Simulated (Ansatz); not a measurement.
**FH₃OSiSn: one species, many methods**

Aim: compute FH₃OSiSn with functionals from several rungs and with coupled cluster, and see how far each lands from CCSD(T) at the basis-set limit for the atomisation energy.

Program: Ansatz 0.2.0, Gaussian basis. Level of theory: functionals in def2-TZVPP, the program's frozen cores in correlated methods. These are calculated values, not measurements.

The runs, in order: LDA (SPW92), PBE-D4, revPBE-D4, BLYP-D4, r2SCAN-D4, B97M-V, PBE0-D4, B3LYP-D4, r2SCANh-D4, r2SCAN0-D4, HSE06-D4, BHLYP-D4, CAM-B3LYP-D4, LC-ωPBE, ωB97X-V, ωB97M-V, B2PLYP, PBE-QIDH; CCSD(T)/def2-SVP; CCSD(T)/def2-TZVPP; MP2/def2-QZVPP; extrapolation to the limit; RPA on PBE.

## 1. The relaxed structure

All runs share one geometry, relaxed beforehand with PBE0-D4 in a triple-zeta def2 set. Sn takes the def2 core potential; no spin-orbit term is included.

7 atoms, charge 0, spin multiplicity 1.

Atoms are counted from 1 here; the program's logs count them from 0.

Bond lengths: F1–Si2 1.587 Å, Si2–O3 1.597 Å, Si2–Sn4 2.456 Å, Si2–H5 1.478 Å, O3–Sn4 2.157 Å, Sn4–H6 1.708 Å, Sn4–H7 1.710 Å. Angles: F1–Si2–O3 118.5°, F1–Si2–Sn4 120.7°, F1–Si2–H5 105.8°, O3–Si2–Sn4 60.0°, O3–Si2–H5 120.6°, Sn4–Si2–H5 125.8°, Si2–O3–Sn4 80.2°, Si2–Sn4–O3 39.9°, Si2–Sn4–H6 121.8°, Si2–Sn4–H7 123.3°, O3–Sn4–H6 104.9°, O3–Sn4–H7 105.4°, H6–Sn4–H7 108.0°.

Coordinates:

| atom | x (Å) | y (Å) | z (Å) |
| --- | --- | --- | --- |
| F1 | 0.2659 | -1.3941 | 1.9970 |
| Si2 | 0.6526 | -0.8656 | 0.5512 |
| O3 | -0.4229 | -1.0006 | -0.6216 |
| Sn4 | -0.4148 | 1.1428 | -0.3755 |
| H5 | 2.0557 | -1.2779 | 0.3352 |
| H6 | -2.0338 | 1.5507 | -0.0131 |
| H7 | -0.0415 | 1.7769 | -1.9190 |

## 2. LDA

This LDA is Slater exchange with PW92 correlation.

The input, in.yaml:

```yaml
crystal:
  periodic: [false, false, false]
  atoms:
    - {symbol: F, position_ang: [0.265905, -1.394121, 1.996987]}
    - {symbol: Si, position_ang: [0.652640, -0.865641, 0.551233]}
    - {symbol: O, position_ang: [-0.422944, -1.000563, -0.621619]}
    - {symbol: Sn, position_ang: [-0.414766, 1.142762, -0.375508]}
    - {symbol: H, position_ang: [2.055670, -1.277861, 0.335156]}
    - {symbol: H, position_ang: [-2.033776, 1.550666, -0.013116]}
    - {symbol: H, position_ang: [-0.041531, 1.776858, -1.919033]}
basis:
  gaussian: {orbitals: def2-TZVPP}
hamiltonian: {xc: lda}
output: {orbitals: {seedname: orbitals}}
```

Started as:

```sh
$ ansatz run in.yaml --threads 2 --pin off --events-out ev --progress --plain --max-ram 4352MiB
```

The runs that follow: PBE-D4 (GGA); revPBE-D4 (GGA); BLYP-D4 (GGA); r2SCAN-D4 (meta-GGA); B97M-V (meta-GGA); B3LYP-D4 (hybrid); r2SCANh-D4 (hybrid); r2SCAN0-D4 (hybrid); HSE06-D4 (hybrid); BHLYP-D4 (hybrid); CAM-B3LYP-D4 (range-separated); LC-ωPBE (range-separated); ωB97X-V (range-separated); ωB97M-V (range-separated); B2PLYP (double hybrid); PBE-QIDH (double hybrid); CCSD(T) in def2-SVP; CCSD(T) in def2-TZVPP; MP2 in def2-QZVPP; RPA on PBE orbitals.

**Question.** What will the summary of the whole plan be? Wanted: atomisation energy, CCSD(T)/CBS; farthest beyond LDA; mean size of error, GGA; mean size of error, meta-GGA; mean size of error, hybrid; mean size of error, range-separated; mean size of error, double hybrid; gap, smallest and largest; T1 diagnostic.

The runs gave:

| quantity | value |
| --- | --- |
| atomisation energy, CCSD(T)/CBS | 23.322 eV |
| functionals within 0.233 eV (1.0 %) | PBE-D4, r2SCAN-D4, B97M-V, ωB97X-V |
| farthest beyond LDA | BHLYP-D4 (-1.428 eV) |
| mean size of error, GGA | 0.391 eV |
| mean size of error, meta-GGA | 0.133 eV |
| mean size of error, hybrid | 0.792 eV |
| mean size of error, range-separated | 0.333 eV |
| mean size of error, double hybrid | 0.710 eV |
| gap, smallest and largest | 3.33 eV (BLYP-D4), 9.51 eV (LC-ωPBE) |
| T1 diagnostic | 0.0166 |
| triples share of the correlation energy | 3.4 % |

The LDA atomisation energy is off by 3.479 eV (15 %): it overbinds. PBE-D4 misses by -0.041 eV. Double hybrids carry the basis error of their MP2 part in triple zeta, and no dispersion term here, so their miss is partly the set-up's. By mean error the best rung here is meta-GGA (0.133 eV) and the worst beyond LDA is hybrid (0.792 eV). The mean of the hybrids holds BHLYP, with half exact exchange. Misses under about 0.233 eV are within the doubt on the reference itself, which lacks core-valence correlation, spin-orbit coupling and higher excitations, and its outer-core shells are covered unevenly. All levels share the lack of spin-orbit coupling, which lowers the free heavy atoms and so the true binding. Hartree-Fock recovers 67 % of the binding; the rest is correlation. CCSD(T) in def2-SVP is off by -2.686 eV, which most functionals beat. Orbital gaps span 3.3 to 9.5 eV; exact exchange widens them. Correlated methods include outer-core shells of Sn, which these sets cover unevenly.
